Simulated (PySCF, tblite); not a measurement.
**C5H7N3S: geometry, infrared bands and NMR shifts**

What infrared bands and NMR shifts should C5H7N3S (`CSc1cc(C)nnn1`) show?

Programs: tblite 0.8.0 and PySCF 2.14.0, with density-fitted response routines of our own. Each step states its level of theory. These are calculated values for one molecule in the gas phase, unless marked as measured. Atoms are numbered from 0 throughout.

### Step 1. The molecule as given

16 atoms, charge 0, multiplicity 1; geometry from: force field or distance geometry start.

Bonds of the start (Å): C0–S1 1.82, S1–C2 1.77, C2–C3 1.38, C3–C4 1.36, C4–C5 1.50, C4–N6 1.36, N6–N7 1.31, N7–N8 1.31, N8–C2 1.35, C0–H9 1.09, C0–H10 1.09, C0–H11 1.08, C3–H12 1.10, C5–H13 1.09, C5–H14 1.09, C5–H15 1.10.

### Step 2. Relaxing the molecule with GFN2-xTB

What the job is given:

```
{"job": {"kind": "relax", "xc": "GFN2-xTB", "basis": "xTB"}, "charge": 0, "multiplicity": 1}
C      3.377400    -0.473400    -0.174700
S      2.151900    -0.008200     1.084400
C      0.658100    -0.057600     0.139400
C     -0.535500     0.251700     0.748000
C     -1.645800     0.188900    -0.037700
C     -3.008300     0.493100     0.501800
N     -1.561300    -0.131000    -1.353900
N     -0.387300    -0.402800    -1.870800
N      0.713300    -0.379200    -1.168200
H      3.152400    -1.468000    -0.567300
H      3.370600     0.258100    -0.989300
H      4.360800    -0.490100     0.279400
H     -0.597600     0.505300     1.814400
H     -3.030500     1.515200     0.891800
H     -3.771900     0.411400    -0.271000
H     -3.253800    -0.204300     1.321400
```

The run is started by

```
OMP_NUM_THREADS=1 python probes_run.py task.json out
```

One launch serves the whole session: the jobs run in the order shown.

The log of the run:

```text
step      E/eV     max force
  0    -713.72027    1.900
  1    -713.79717    1.011
  2    -713.81212    0.282
  3    -713.81804    0.188
  4    -713.82186    0.181
  5    -713.82323    0.097
  6    -713.82457    0.120
  7    -713.82558    0.106
  8    -713.82648    0.083
  9    -713.82732    0.079
 10    -713.82820    0.074
 11    -713.82890    0.078
 12    -713.82941    0.078
 13    -713.82991    0.069
 14    -713.83061    0.092
 15    -713.83164    0.122
 16    -713.83285    0.114
 17    -713.83386    0.070
 18    -713.83451    0.053
 19    -713.83487    0.043
 20    -713.83508    0.039
 21    -713.83524    0.034
 22    -713.83536    0.025
 23    -713.83548    0.028
 24    -713.83561    0.030
 25    -713.83575    0.036
 26    -713.83587    0.032
 27    -713.83597    0.028
 28    -713.83605    0.027
 29    -713.83612    0.025
 30    -713.83617    0.028
 31    -713.83622    0.018
 32    -713.83625    0.015
 33    -713.83628    0.013
 34    -713.83630    0.013
 35    -713.83632    0.012
 36    -713.83633    0.010
 37    -713.83633    0.007
```

Wall time 0.19 s (1 thread of Arm Neoverse V2, shared host).

Relaxation path: (not every step is listed)

| step | energy from step 0 (eV) | largest force (eV/Å) |
| --- | --- | --- |
| 0 | 0.0000 | 1.8997 |
| 1 | -0.0769 | 1.0109 |
| 2 | -0.0919 | 0.2816 |
| 3 | -0.0978 | 0.1882 |
| 4 | -0.1016 | 0.1806 |
| 5 | -0.1030 | 0.0965 |
| 6 | -0.1043 | 0.1202 |
| 7 | -0.1053 | 0.1063 |
| 8 | -0.1062 | 0.0827 |
| 10 | -0.1079 | 0.0743 |
| 12 | -0.1091 | 0.0780 |
| 14 | -0.1103 | 0.0923 |
| 16 | -0.1126 | 0.1138 |
| 18 | -0.1142 | 0.0529 |
| 20 | -0.1148 | 0.0389 |
| 22 | -0.1151 | 0.0251 |
| 24 | -0.1153 | 0.0298 |
| 26 | -0.1156 | 0.0317 |
| 28 | -0.1158 | 0.0274 |
| 30 | -0.1159 | 0.0276 |
| 32 | -0.1160 | 0.0151 |
| 33 | -0.1160 | 0.0133 |
| 34 | -0.1160 | 0.0126 |
| 35 | -0.1160 | 0.0123 |
| 36 | -0.1161 | 0.0104 |
| 37 | -0.1161 | 0.0067 |

Distances of close pairs at the start and the end, largest changes first:

| bond | before (Å) | after (Å) | change (Å) |
| --- | --- | --- | --- |
| N6–N7 | 1.311 | 1.282 | -0.029 |
| S1–C2 | 1.768 | 1.741 | -0.027 |
| C3–C4 | 1.362 | 1.387 | +0.026 |
| C2–C3 | 1.375 | 1.396 | +0.021 |
| C3–H12 | 1.098 | 1.078 | -0.020 |
| N7–N8 | 1.306 | 1.288 | -0.018 |
| C4–N6 | 1.357 | 1.340 | -0.018 |
| C5–H15 | 1.104 | 1.089 | -0.015 |

The end geometry stands in the next job.

### Step 3. Vibrational analysis with GFN2-xTB

What the job is given:

```
{"job": {"kind": "ir", "xc": "GFN2-xTB", "basis": "xTB"}, "charge": 0, "multiplicity": 1}
C      3.351151    -0.482698    -0.225864
S      2.186603    -0.018496     1.083096
C      0.690544    -0.045125     0.192357
C     -0.525774     0.257205     0.807963
C     -1.640574     0.198449    -0.015613
C     -3.018412     0.489272     0.470523
N     -1.502267    -0.129934    -1.306899
N     -0.346917    -0.393798    -1.797043
N      0.737249    -0.363957    -1.103224
H      3.084272    -1.463178    -0.605600
H      3.300924     0.253146    -1.021312
H      4.335772    -0.496532     0.229773
H     -0.584253     0.517455     1.852819
H     -3.069059     1.503826     0.862290
H     -3.722647     0.379884    -0.348844
H     -3.284212    -0.196575     1.273217
```

The log of the run:

```text
mode    cm-1     km/mol
  1      10.7      0.54
  2      67.1      4.91
  3      86.4      0.06
  4     136.2      4.97
  5     158.2      6.86
  6     177.6      0.00
  7     257.8      1.36
  8     359.9      1.91
  9     367.3      0.45
 10     425.4      1.34
 11     528.8      1.90
 12     542.4      2.37
 13     734.7      8.12
 14     744.0     13.89
 15     745.7      6.91
 16     846.2      2.25
 17     920.2     68.71
 18     951.6      0.93
 19     956.9      6.12
 20     996.0      2.09
 21    1018.6     15.46
 22    1047.4     20.24
 23    1087.6     52.89
 24    1121.8     15.24
 25    1230.8     63.82
 26    1310.2     19.06
 27    1314.5     10.21
 28    1357.9     11.90
 29    1389.6     18.59
 30    1423.7      6.68
 31    1429.8      7.72
 32    1439.4     11.46
 33    1459.6     10.28
 34    1469.5      3.11
 35    1503.4    440.00
 36    3016.0     12.53
 37    3025.2      8.13
 38    3048.3      0.67
 39    3055.6      1.20
 40    3066.6      1.16
 41    3067.1      4.97
 42    3090.7     16.51
```

Wall time 0.44 s (1 thread of Arm Neoverse V2, shared host).

The strongest bands and the atoms that carry them (share of the mass-weighted mode):

| cm⁻¹ | km/mol | atoms |
| --- | --- | --- |
| 920 | 68.7 | C5 18 %, C2 18 %, C3 15 %, N6 13 % |
| 1047 | 20.2 | N6 32 %, N8 31 %, C3 29 % |
| 1088 | 52.9 | H12 62 %, C2 17 % |
| 1231 | 63.8 | C2 27 %, N7 22 %, C4 17 % |
| 1310 | 19.1 | N6 18 %, N8 18 %, N7 12 %, C2 10 % |
| 1390 | 18.6 | H13 24 %, H15 24 %, C5 23 %, H14 19 % |
| 1503 | 440.0 | C3 41 %, C4 32 % |
| 3091 | 16.5 | H12 92 % |

### Step 4. NMR shieldings: PBE0/pcSseg-1

Same as in step 3 but for these lines:

```diff
@@ -1,2 +1,2 @@
-{"job": {"kind": "ir", "xc": "GFN2-xTB", "basis": "xTB"}, "charge": 0, "multiplicity": 1}
+{"job": {"kind": "nmr", "xc": "PBE0", "basis": "pcSseg-1"}, "charge": 0, "multiplicity": 1}
 C      3.351151    -0.482698    -0.225864
```

Level: GIAO PBE0/pcSseg-1 NMR shielding, non-relativistic, gas phase.

The log of the run:

```text
coarse grid: 14584 points
cycle   1  E = -756.4155625898  dE =  1.600e+00  |g| = 4.452e-01  |ddm| = 4.057e+00
cycle   2  E = -756.4127252794  dE =  2.837e-03  |g| = 4.579e-01  |ddm| = 8.237e-01
cycle   3  E = -756.4553144568  dE = -4.259e-02  |g| = 1.200e-01  |ddm| = 4.534e-01
cycle   4  E = -756.4580535609  dE = -2.739e-03  |g| = 4.841e-02  |ddm| = 1.342e-01
cycle   5  E = -756.4585655818  dE = -5.120e-04  |g| = 1.473e-02  |ddm| = 5.583e-02
cycle   6  E = -756.4586081004  dE = -4.252e-05  |g| = 5.593e-03  |ddm| = 1.679e-02
cycle   7  E = -756.4586145934  dE = -6.493e-06  |g| = 1.003e-03  |ddm| = 5.180e-03
final grid: 138368 points
cycle   8  E = -756.5108696211  dE = -3.228e-05  |g| = 8.672e-03  |ddm| = 3.897e-02
cycle   9  E = -756.5108591808  dE =  1.044e-05  |g| = 1.070e-02  |ddm| = 1.937e-02
cycle  10  E = -756.5108881413  dE = -2.896e-05  |g| = 1.281e-03  |ddm| = 1.229e-02
cycle  11  E = -756.5108885540  dE = -4.127e-07  |g| = 4.090e-04  |ddm| = 1.708e-03
cycle  12  E = -756.5108885935  dE = -3.946e-08  |g| = 1.135e-04  |ddm| = 4.878e-04
cycle  13  E = -756.5108885961  dE = -2.596e-09  |g| = 4.381e-05  |ddm| = 1.299e-04
cycle  14  E = -756.5108885965  dE = -3.936e-10  |g| = 1.432e-05  |ddm| = 4.536e-05
converged SCF energy = -756.5108885965

GIAO shielding tensors (ppm)
atom      isotropic    diamagn.    paramagn.     s11        s22        s33       span
  0 C      167.575     249.875     -82.300    161.161    162.127    179.438     18.278
  1 S      474.753    1057.541    -582.788    298.964    398.259    727.036    428.072
  2 C       16.576     258.478    -241.902    -83.835     -8.398    141.962    225.797
  3 C       66.888     257.453    -190.565    -41.831     73.357    169.138    210.970
  4 C       28.767     255.491    -226.724    -91.285     17.052    160.533    251.817
  5 C      163.156     247.722     -84.566    142.782    156.577    190.110     47.328
  6 N     -145.617     327.582    -473.199   -450.669   -214.297    228.115    678.785
  7 N     -265.717     312.499    -578.216   -756.928   -235.003    194.780    951.709
  8 N     -137.468     329.458    -466.926   -434.922   -226.302    248.822    683.744
  9 H       28.516      30.072      -1.555     23.501     25.831     36.216     12.716
 10 H       28.513      30.081      -1.568     23.497     25.829     36.212     12.715
 11 H       29.562      27.335       2.227     24.650     27.001     37.036     12.386
 12 H       24.594      33.835      -9.241     20.311     21.810     31.663     11.352
 13 H       29.020      27.853       1.167     24.851     28.147     34.063      9.213
 14 H       28.741      27.438       1.304     24.489     26.830     34.905     10.416
 15 H       29.022      27.848       1.174     24.851     28.148     34.066      9.215
```

It took 25 s on 1 thread of Arm Neoverse V2, shared host; peak memory 0.85 GiB.

Shifts follow as δ = σ(reference) − σ, with reference shieldings (ppm) from runs at the same level and on the same kind of geometry: ¹H TMS 31.72, ¹³C TMS 186.9, ¹⁵N NH3 267.7, ³³S CS2 504. The references are single molecules in the gas phase, so shifts against H2O, NH3, PH3, H3PO4 or CFCl3 are not on the usual liquid scales and can be off by tens of ppm. Atoms listed in one row are averaged.

| atoms | environment | σ (ppm) | δ (ppm) | δ scaled to CDCl3 |
| --- | --- | --- | --- | --- |
| C2 | aromatic carbon bearing sulfur | 16.6 | 170.3 | 159.9 |
| C4 | substituted aromatic carbon next to a ring nitrogen | 28.8 | 158.2 | 152.4 |
| C3 | aromatic CH | 66.9 | 120.0 | 115.2 |
| C5 | methyl carbon on an aromatic ring | 163.2 | 23.8 | 21.3 |
| C0 | methyl carbon bonded to S | 167.6 | 19.3 | 12.6 |
| H12 | hydrogen on an aromatic CH | 24.59 | 7.12 | 6.82 |
| H9, H10, H11 | hydrogen on a methyl carbon bonded to S | 28.86 | 2.85 | 2.80 |
| H13, H14, H15 | hydrogen on a methyl carbon on an aromatic ring | 28.93 | 2.79 | 2.73 |
| S1 | sulfide sulfur | 475 | 29 | – |
| N7 | pyridine-type ring nitrogen | -265.7 | 533.4 | – |
| N6 | pyridine-type ring nitrogen | -145.6 | 413.3 | – |
| N8 | pyridine-type ring nitrogen | -137.5 | 405.2 | – |

The scaled column applies a straight-line fit of computed shieldings to shifts measured in CDCl3, with any fitted terms for Cl, Br or S neighbours (root-mean-square error 0.16 ppm for H, 1.9 ppm for C).

Charges from the same density, by scheme (e):

| atoms | Mulliken | IAO | Hirshfeld | ESP fit |
| --- | --- | --- | --- | --- |
| C0 | -0.35 | -0.50 | -0.11 | -0.39 |
| S1 | 0.08 | 0.19 | 0.05 | -0.23 |
| C2 | 0.07 | 0.01 | 0.04 | 0.90 |
| C3 | -0.10 | -0.20 | -0.06 | -1.16 |
| C4 | 0.06 | 0.15 | 0.08 | 1.21 |
| C5 | -0.17 | -0.44 | -0.11 | -0.80 |
| N6 | -0.29 | -0.20 | -0.12 | -0.53 |
| N7 | 0.00 | -0.01 | -0.04 | -0.09 |
| N8 | -0.32 | -0.21 | -0.10 | -0.31 |

Mayer bond orders: C0–S1 1.00, S1–C2 1.10, C2–C3 1.27, C3–C4 1.35, C4–C5 1.06, C4–N6 1.37, N6–N7 1.40, N7–N8 1.38, N8–C2 1.32.

Ring of atoms C2, C3, C4, N6, N7, N8: NICS(0) -2.8, NICS(1) -10.0, NICS(1)zz -22.8 ppm (means of both faces).

### Step 5. What came out

| quantity | value |
| --- | --- |
| strongest single infrared mode (GFN2-xTB) | 1503 cm⁻¹, 440 km/mol |
| zero-point energy (GFN2-xTB) | 72.9 kcal/mol |
| ¹³C shifts against TMS (PBE0/pcSseg-1) | 170.3, 158.2, 120.0, 23.8, 19.3 ppm |
| ¹H shifts against TMS (PBE0/pcSseg-1, means over atoms taken as alike) | 7.12, 2.85, 2.79 ppm |
| ³³S shifts against CS2 (PBE0/pcSseg-1) | 29 ppm |
| ¹⁵N shifts against NH3 (PBE0/pcSseg-1) | 533.4, 413.3, 405.2 ppm |

What this shows: Over 37 steps the energy fell by 0.116 eV; of the close pairs, N6–N7 changed most, 1.311 to 1.282 Å. No mode is imaginary among the 42: a minimum at this level. The strongest single mode, at 1503 cm⁻¹, moves mainly C3 and C4. Unscaled tight-binding wavenumbers are off by several per cent, some by more. Its intensities can rank the bands wrongly. At PBE0/pcSseg-1: Shielding is most anisotropic at N7 (span 952 ppm, paramagnetic term -578 ppm). NICS(1)zz of -23 ppm above the planar ring from C2 marks a diatropic (aromatic) ring current.
